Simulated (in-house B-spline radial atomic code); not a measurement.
**Ni⁷⁺: ionisation energy by several methods**

How far do functionals differ on the ionisation energy of Ni⁷⁺? Each run solves Ni⁷⁺ and then the next ion ([Ar] 3d2).

Program: in-house B-spline radial atomic code version 1. Level of theory: non-relativistic, several functionals, spin-polarised; spherical all-electron atom at the radial basis limit. These are calculated values, not measurements, unless marked.

## 1. What is computed

* element: nickel (Z = 28)
* charge: +7
* electrons: 21
* configuration: [Ar] 3d3
* nucleus: point

Outer shells as boxes (Hund's rule):

[Ar] 3d3
```
[Ar] core
3d [↑ ][↑ ][↑ ][  ][  ]
```

Where spins are not typed, each open shell is filled with up spins first.

## 2. AM05

Settings of the run:

```ini
Z = 28
electrons = 21.0
configuration = [Ar] 3d3
hamiltonian = nr
method = am05
spin_polarised = True
```

## 3. SCAN

Settings of the run:

```ini
Z = 28
electrons = 21.0
configuration = [Ar] 3d3
hamiltonian = nr
method = scan,scan
spin_polarised = True
```

## 4. RPBE

Settings of the run:

```ini
Z = 28
electrons = 21.0
configuration = [Ar] 3d3
hamiltonian = nr
method = rpbe,pbe
spin_polarised = True
```

## 5. PBEsol

Settings of the run:

```ini
Z = 28
electrons = 21.0
configuration = [Ar] 3d3
hamiltonian = nr
method = pbesol
spin_polarised = True
```

## 6. BP86

Settings of the run:

```ini
Z = 28
electrons = 21.0
configuration = [Ar] 3d3
hamiltonian = nr
method = b88,p86
spin_polarised = True
```

## 7. revTPSS

Settings of the run:

```ini
Z = 28
electrons = 21.0
configuration = [Ar] 3d3
hamiltonian = nr
method = revtpss,revtpss
spin_polarised = True
```

## 8. PBE

Settings of the run:

```ini
Z = 28
electrons = 21.0
configuration = [Ar] 3d3
hamiltonian = nr
method = pbe,pbe
spin_polarised = True
```

## 9. LDA (PW92)

Settings of the run:

```ini
Z = 28
electrons = 21.0
configuration = [Ar] 3d3
hamiltonian = nr
method = lda,pw
spin_polarised = True
```

## 10. LDA (VWN5)

Settings of the run:

```ini
Z = 28
electrons = 21.0
configuration = [Ar] 3d3
hamiltonian = nr
method = lda,vwn
spin_polarised = True
```

Q: The tabulated ionisation energy is 162 ± 2.1 eV (tabulated theoretical; NIST Atomic Spectra Database). What does each method give, and which comes nearest?

The runs gave:

| method | rung | total energy (hartree) | ΔSCF (eV) | −ε highest (eV) | ΔSCF less tabulated (eV) |
| --- | --- | --- | --- | --- | --- |
| LDA (PW92) | LDA | -1489.4380 | 163.53 | 149.00 (3d up) | +1.53 |
| LDA (VWN5) | LDA | -1489.4476 | 163.54 | 149.01 (3d up) | +1.54 |
| AM05 | GGA | -1489.6796 | 163.30 | 148.79 (3d up) | +1.30 |
| RPBE | GGA | -1492.1651 | 163.24 | 148.74 (3d up) | +1.24 |
| PBEsol | GGA | -1490.6734 | 163.25 | 148.75 (3d up) | +1.25 |
| BP86 | GGA | -1492.3935 | 163.33 | 148.81 (3d up) | +1.33 |
| PBE | GGA | -1491.9380 | 163.29 | 148.79 (3d up) | +1.29 |
| SCAN | meta-GGA | -1492.3323 | 163.54 | 149.23 (3d up) | +1.54 |
| revTPSS | meta-GGA | -1491.8494 | 163.02 | 148.57 (3d up) | +1.02 |

Tables give 162 ± 2.1 eV (tabulated theoretical; NIST Atomic Spectra Database) for the ionisation energy. revTPSS misses by +1.02 eV, the least, and SCAN by +1.54 eV (0.95 %), the most. Mean absolute error by rung (exchange-only levels left out): LDA 1.53 eV, GGA 1.28 eV, meta-GGA 1.28 eV. The table's own uncertainty is as large as these misses, so the order means little. All methods miss on the same side by much the same amount, which points to something that they share. These runs lack relativity altogether, which can outweigh the gaps between the methods, so the nearest may be so by luck. PBE is off by +1.29 eV. Open shells are averaged (over orientations, and over spins where the run is restricted), while tables refer to the lowest levels. For the semilocal functionals minus the highest level recovers only 91 % of their own ΔSCF value, a mark of self-interaction.

Members of this set that are not shown: 12 used exact exchange with fractional occupations of an open shell, which is unsound here.
